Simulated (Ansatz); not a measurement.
# S (sc type): how the settings move a single-point run

Question: which choices in the input matter for S (sc type)?

Computed with Ansatz 0.2.0 (reference: DFT, LDA, all-electron PAW with datasets made for the crystal, scalar-relativistic, unless a step's input says otherwise).

1 further run of the same task is left out (set aside as unsound or not needed). Runs told in other sessions of the task aren't counted.

### Step 1. The system as given

It takes space group Pm-3m (No. 221, cubic). The conventional cell has a = 1.936 Å, b = 1.936 Å, c = 1.936 Å, α = 90.00°, β = 90.00°, γ = 90.00°. Around S (site symmetry m-3m) lie 6 S at 1.94 Å.

Structure file:

```xyz
1
Lattice="1.9362 0.0000 0.0000 0.0000 1.9362 0.0000 0.0000 0.0000 1.9362" Properties=species:S:1:pos:R:3 pbc="T T T"
S     0.0000    0.0000    0.0000
```

### Step 2. Reference

Contents of input.yaml:

```yaml
crystal:
  lattice:
    - [1.9361977199, 0.0, 0.0]
    - [0.0, 1.9361977199, 0.0]
    - [0.0, 0.0, 1.9361977199]
  atoms:
    - { symbol: S, position: [0.0, 0.0, 0.0] }
kpoints:
  mp_grid: { grid: [16, 16, 16] }
scf:
  occupations: { method: fermi_dirac, width: 0.08 }
hamiltonian:
  xc: lda
  pseudopotentials: { kind: all_electron, datasets: crystal }
output:
  forces: true
  stress: true
  eigenvalues: true
```

On the command line:

```
$ ansatz run input.yaml --threads 1 --pin off --max-ram 2048MiB --backend cpu --events-out ev --progress --plain --runs-dir out
```

### Step 3. Changing settings: mp_grid.shift [0.5, 0.5, 0.5], occupations.method methfessel_paxton, occupations.width 0.005

Changes to input.yaml since step 2:

```diff
@@ -8,5 +8,5 @@
 kpoints:
-  mp_grid: { grid: [16, 16, 16] }
+  mp_grid: { grid: [16, 16, 16], shift: [0.5, 0.5, 0.5] }
 scf:
-  occupations: { method: fermi_dirac, width: 0.08 }
+  occupations: { method: methfessel_paxton, width: 0.005 }
 hamiltonian:
```

### Step 4. Changed: lower_state_search light, xc_grid 4

Changes to input.yaml since step 2:

```diff
@@ -11,2 +11,3 @@
   occupations: { method: fermi_dirac, width: 0.08 }
+  lower_state_search: light
 hamiltonian:
@@ -18 +19,3 @@
   eigenvalues: true
+basis:
+  xc_grid: 4
```

**Question.** What will these runs give? Wanted: for each run, ending; energy change; pressure; gap; force.

As calculated:

```
                                                                                            run     ending        energy change  pressure (GPa)  gap (eV)  force (eV/Å)  cycles   time
                                                                                      reference  converged                    0           263.0      0.00          0.00       7  9.8 s
1: mp_grid.shift [0.5, 0.5, 0.5], occupations.method methfessel_paxton, occupations.width 0.005  converged  -8.1 meV/atom (σ→0)           262.2      0.00          0.00       6  5.6 s
                                                         2: lower_state_search light, xc_grid 4  converged         0.0 meV/atom           263.0      0.00          0.00       7  9.8 s
```

Residual by cycle in the longest SCF loop of each run; runs are numbered as in the table. The quantity is the density residual dr2, in eV.

```
cycle  reference    run 1    run 2
    1      0.272     0.25    0.272
    2     0.0439   0.0426   0.0439
    3     1.4e-4   1.1e-4   1.4e-4
    4     1.2e-5   1.0e-5   1.2e-5
    5     3.3e-6   1.0e-7   3.3e-6
    6     3.6e-8  6.7e-10   3.6e-8
    7    2.4e-10        -  2.4e-10
```

What this shows: The pressure spans 262.2 to 263.0 GPa over the reference and the converged variants. Semilocal functionals close small gaps, so the missing gap need not be the real solid's. The structure is not at rest: the sound run finds 263 GPa, so these are no properties of the relaxed crystal. 
